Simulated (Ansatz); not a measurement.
# C2H3ClIN: the cost of one run

Method: RKS PBE-D4/def2-SVP, in Ansatz 0.2.0.

### Step 1. The structure to begin with

Bond lengths: N1–C2 1.359 Å, C2–I3 2.051 Å, C2–C4 1.293 Å, C4–Cl5 1.741 Å, N1–H6 1.025 Å, N1–H7 1.062 Å, C4–H8 1.090 Å. Angles: N1–C2–I3 112.9°, N1–C2–C4 127.0°, I3–C2–C4 120.0°, C2–N1–H6 114.3°, C2–N1–H7 111.3°, H6–N1–H7 107.5°, C2–C4–Cl5 126.2°, C2–C4–H8 124.7°, Cl5–C4–H8 108.8°.

Coordinates:

```xyz
8

N     0.7595    0.9760    0.3043
C     0.1748   -0.2504    0.2815
I     0.5773   -1.3571    1.9605
C    -0.5041   -0.7704   -0.6884
Cl   -1.0240    0.0491   -2.1334
H     0.7968    1.4075    1.2334
H     0.2600    1.6542   -0.3433
H    -0.9481   -1.7659   -0.6704
```

### Step 2. End point A

The input, input.yaml:

```yaml
crystal:
  periodic: [false, false, false]
  atoms:
    - { symbol: "N", position_ang: [0.7595, 0.976, 0.3043] }
    - { symbol: C, position_ang: [0.1748, -0.2504, 0.2815] }
    - { symbol: I, position_ang: [0.5773, -1.3571, 1.9605] }
    - { symbol: C, position_ang: [-0.5041, -0.7704, -0.6884] }
    - { symbol: Cl, position_ang: [-1.024, 0.0491, -2.1334] }
    - { symbol: H, position_ang: [0.7968, 1.4075, 1.2334] }
    - { symbol: H, position_ang: [0.26, 1.6542, -0.3433] }
    - { symbol: H, position_ang: [-0.9481, -1.7659, -0.6704] }
basis:
  gaussian: { orbitals: def2-SVP }
hamiltonian:
  xc: pbe
  dispersion: d4
relax:
  f_tol: 0.015
  max_steps: 40
```

Started as:

```bash
> ansatz run input.yaml --threads 2 --pin off --max-ram 3072MiB --backend cpu --events-out ev --progress --plain --runs-dir out
```

What time and memory should one allow on 2 threads of Arm Neoverse V2, shared host?

About 18 s, with a peak of 0.15 GiB.
